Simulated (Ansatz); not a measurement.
K₂ScCuF₆, space group Fm-3m, a relaxation of cell and ions

Program: the Python package of Ansatz (0.2.0).

`vcrelax_k2sccuf6.py`:
```python
"""Cell relaxation of K2ScCuF6."""

import ansatz as az
from ase import Atoms
from ase.io import write
import numpy as np

def edges_and_angles(cell):
    cell = np.asarray(cell)
    a, b, c = np.linalg.norm(cell, axis=1)
    cosines = cell[1] @ cell[2] / (b * c), cell[0] @ cell[2] / (a * c), cell[0] @ cell[1] / (a * b)
    return (a, b, c, *np.degrees(np.arccos(cosines)))

lattice = az.Lattice.of(
    [0.0, 4.278518, 4.278518],
    [4.278518, 0.0, 4.278518],
    [4.278518, 4.278518, 0.0],
)
sites = [
    ("K", [0.75, 0.75, 0.75]),
    ("K", [0.25, 0.25, 0.25]),
    ("Sc", [0.0, 0.0, 0.0]),
    ("Cu", [0.5, 0.5, 0.5]),
    ("F", [0.762319, 0.237681, 0.237681]),
    ("F", [0.237681, 0.237681, 0.762319]),
    ("F", [0.237681, 0.762319, 0.762319]),
    ("F", [0.237681, 0.762319, 0.237681]),
    ("F", [0.762319, 0.237681, 0.762319]),
    ("F", [0.762319, 0.762319, 0.237681]),
]
structure = az.Crystal(lattice=lattice)
for symbol, position in sites:
    structure = structure.atom(symbol, position)

# a pressure is positive in compression
job = (
    structure.calculation()
    .occupations(az.OccupationsMethod.FIXED)
    .functional("r2scan")
    .scf(max_iterations=80, extra_bands=4)
    .pseudopotentials("nc")
    .kpoints(2, 2, 2)
    .relax(force_tolerance=0.1, max_steps=60, pressure=-2)
    .density_of_states(energy_step=0.05)
    .band_table()
)
steps = []


def collect(event):
    if event["event"] == "relax_step":
        steps.append(event["data"])


done = job.session().plan().execute(on_event=collect)
summary = done.report
for s in steps:
    flag = "" if s["accepted"] else "  (rejected)"
    print("step %2d  E = %.5f eV  largest force component = %.4f eV/A%s" % (s["step"], s["lagrangian_ev"], s["allowed_force_max_ev_ang"], flag))

first, last = steps[0], steps[-1]
symbols = [site.symbol for site in done.lattice.sites]
print(f"energy gained {first['lagrangian_ev'] - last['lagrangian_ev']:.4f} eV in {len(steps) - 1} steps")
for label, vectors in (("before", first["cell_ang"]), ("after", done.lattice.cell_ang)):
    print(label, "a b c (A) {:.4f} {:.4f} {:.4f}  angles {:.2f} {:.2f} {:.2f}".format(*edges_and_angles(vectors)), f" V = {abs(np.linalg.det(vectors)):.3f} A^3")
print("final stress xx yy zz (GPa, compression positive):", np.round(np.diag(summary["stress_gpa"]), 3) + 0.0)

print("atom   start x y z (A)              end x y z (A)")
for symbol, a, b in zip(symbols, first["positions_ang"], last["positions_ang"]):
    print(f"{symbol:3s}", " ".join(f"{v:8.4f}" for v in a), "  ", " ".join(f"{v:8.4f}" for v in b))

relaxed = Atoms(symbols, positions=[site.position_ang for site in done.lattice.sites], cell=done.lattice.cell_ang, pbc=True)
write("relaxed.extxyz", relaxed, format="extxyz")

for key in ("converged", "n_iterations", "n_electrons", "n_kpoints", "n_pw", "n_symmetry_ops", "free_energy_ev", "fermi_energy_ev"):
    print(f"{key:18s} {summary[key]}")

dos = done.density_of_states()
energy = np.asarray(dos.energies_ev) - dos.fermi_ev
states, count = np.asarray(dos.spin_summed_g_bin_mean_per_ev), np.asarray(dos.spin_summed_integrated)
g_fermi = float(np.interp(0.0, energy, states))
print(f"g(E_F) = {g_fermi:.3f} states/eV per cell")
for low, high in ((-10, -6), (-6, -3), (-3, 0), (0, 3)):
    print(f"states between {low} and {high} eV: {np.interp(high, energy, count) - np.interp(low, energy, count):.3f}")

fermi = summary["fermi_energy_ev"]
print("levels less the Fermi level (eV) at the first k-points (first spin channel where there are two)")
for k, levels in list(zip(summary["kpoints_frac"], summary["eigenvalues_ev"]))[:3]:
    print("k = ({:.3f}, {:.3f}, {:.3f})".format(*k))
    print("   ", " ".join(f"{e - fermi:.3f}" for e in levels))
```

```console
$ python vcrelax_k2sccuf6.py
DeckWarning: basis.ecutwfc = 1450 eV, auto-derived from the records' recommended cutoffs: set by Cu (normal level)
step  1  E = -12924.98372 eV  largest force component = 0.1562 eV/A
step  2  E = -12925.02767 eV  largest force component = 0.0212 eV/A
step  3  E = -12925.04870 eV  largest force component = 0.0014 eV/A
step  4  E = -12925.04860 eV  largest force component = 0.0014 eV/A
energy gained 0.0649 eV in 3 steps
before a b c (A) 6.0507 6.0507 6.0507  angles 60.00 60.00 60.00  V = 156.643 A^3
after a b c (A) 6.0013 6.0013 6.0013  angles 60.00 60.00 60.00  V = 152.833 A^3
final stress xx yy zz (GPa, compression positive): [-1.978 -1.978 -1.978]
atom   start x y z (A)              end x y z (A)
K     6.4178   6.4178   6.4178      6.3653   6.3653   6.3653
K     2.1393   2.1393   2.1393      2.1218   2.1218   2.1218
Sc    0.0000   0.0000   0.0000      0.0000   0.0000   0.0000
Cu    4.2785   4.2785   4.2785      4.2435   4.2435   4.2435
F     2.0338   4.2785   4.2785      2.0176   4.2435   4.2435
F     4.2785   4.2785   2.0338      4.2435   4.2435   2.0176
F     6.5232   4.2785   4.2785      6.4695   4.2435   4.2435
F     4.2785   2.0338   4.2785      4.2435   2.0176   4.2435
F     4.2785   6.5232   4.2785      4.2435   6.4695   4.2435
F     4.2785   4.2785   6.5232      4.2435   4.2435   6.4695
converged          True
n_iterations       8
n_electrons        90.0
n_kpoints          3
n_pw               19195
n_symmetry_ops     48
free_energy_ev     -12925.048596579045
fermi_energy_ev    7.092859949550308
g(E_F) = 9.778 states/eV per cell
states between -10 and -6 eV: 27.769
states between -6 and -3 eV: 8.231
states between -3 and 0 eV: 9.923
states between 0 and 3 eV: 7.546
levels less the Fermi level (eV) at the first k-points (first spin channel where there are two)
k = (0.000, 0.000, 0.000)
    -113.897 -69.837 -69.837 -69.837 -52.834 -32.415 -32.394 -30.818 -30.818 -30.818 -26.288 -26.032 -26.032 -25.611 -25.611 -25.611 -15.203 -15.203 -15.203 -15.108 -15.108 -15.108 -8.246 -7.395 -7.395 -7.222 -7.222 -7.222 -7.071 -7.071 -7.071 -6.083 -6.083 -6.083 -5.884 -5.884 -5.884 -5.581 -5.581 -5.581 -0.594 -0.594 -0.594 -0.136 -0.136 1.602 2.372 2.372 2.372
k = (0.000, 0.000, -0.500)
    -113.897 -69.837 -69.837 -69.837 -52.834 -32.404 -32.403 -30.819 -30.817 -30.817 -26.213 -26.063 -26.063 -25.707 -25.581 -25.581 -15.142 -15.142 -15.137 -15.137 -15.100 -15.095 -7.691 -7.541 -7.532 -7.532 -7.061 -6.977 -6.977 -6.774 -6.774 -6.708 -6.435 -6.435 -5.989 -5.989 -5.930 -5.826 -5.826 -5.744 -0.540 -0.536 -0.536 -0.000 0.000 2.362 2.380 2.380 3.221
k = (0.000, -0.500, -0.500)
    -113.897 -69.837 -69.837 -69.837 -52.834 -32.408 -32.399 -30.818 -30.818 -30.816 -26.221 -26.117 -26.028 -25.618 -25.618 -25.613 -15.161 -15.161 -15.128 -15.088 -15.088 -15.067 -8.189 -7.464 -7.463 -7.400 -6.937 -6.937 -6.822 -6.822 -6.649 -6.631 -6.304 -6.304 -6.230 -6.103 -6.103 -5.987 -5.987 -5.593 -0.584 -0.520 -0.520 -0.131 -0.096 2.409 2.445 2.445 2.617
```
(Warnings from the package without file and line.)

File `relaxed.extxyz` afterwards:
```text
10
Lattice="-1.0509204817847158e-34 4.243544313739026 4.243544313739026 4.243544313739026 -7.961518801399364e-35 4.243544313739026 4.243544313739026 4.243544313739026 2.6113781668589895e-34" Properties=species:S:1:pos:R:3 pbc="T T T"
K        6.36531647       6.36531647       6.36531647
K        2.12177216       2.12177216       2.12177216
Sc       0.00000000       0.00000000       0.00000000
Cu       4.24354431       4.24354431       4.24354431
F        2.01757081       4.24354431       4.24354431
F        4.24354431       4.24354431       2.01757081
F        6.46951782       4.24354431       4.24354431
F        4.24354431       2.01757081       4.24354431
F        4.24354431       6.46951782       4.24354431
F        4.24354431       4.24354431       6.46951782
```

What to keep in mind:
- These settings explore the input space; cutoff and mesh may be short of convergence.
- Spin is left out of this run.
- Semilocal gaps usually lie well under measured ones.
- Such functionals run on norm-conserving files made under PBE, which can move pressures by some GPa.
- Part of the cell is held or a pressure is applied, so the end point needn't be the zero-pressure lattice.
- At a fixed pressure a relaxation lowers the enthalpy F + PV, while F alone can rise.
- The Fermi level of a run with fixed occupations marks the highest occupied state on its mesh, not mid-gap.
- Energy and stress may still move on a finer k-point mesh.
- An absolute Fermi energy rests on an arbitrary zero of the periodic potential and has no direct meaning.
- Energies along a relaxation are free energies. Rows at an unchanged volume are solved on a plane-wave basis chosen afresh for that cell, so the energy can jump there; the script counts such rows among its steps.
- Edges and angles are those of the cell as typed, here a primitive one, not of the conventional cell.
- Symmetry holds the cell in this phase, whether or not it is the stable one at this pressure.
- The crystal has a gap of about 1.60 eV on the mesh; bins of finite width blur the band edges.
- Without a Hubbard U or exact exchange, semilocal functionals often make such 3d compounds metallic or too weakly gapped.
- The structure comes from a database of computed cells and needn't be a stable or known phase.
- Gaps and levels are Kohn-Sham values on a finite set of k-points.
- The computed bands are complete only to about 2.4 eV above the Fermi level; beyond that the density of states is undercounted.
- The whole script took 110 s on 1 thread of Arm Neoverse V2, on a shared host, peak memory 2.4 GiB.
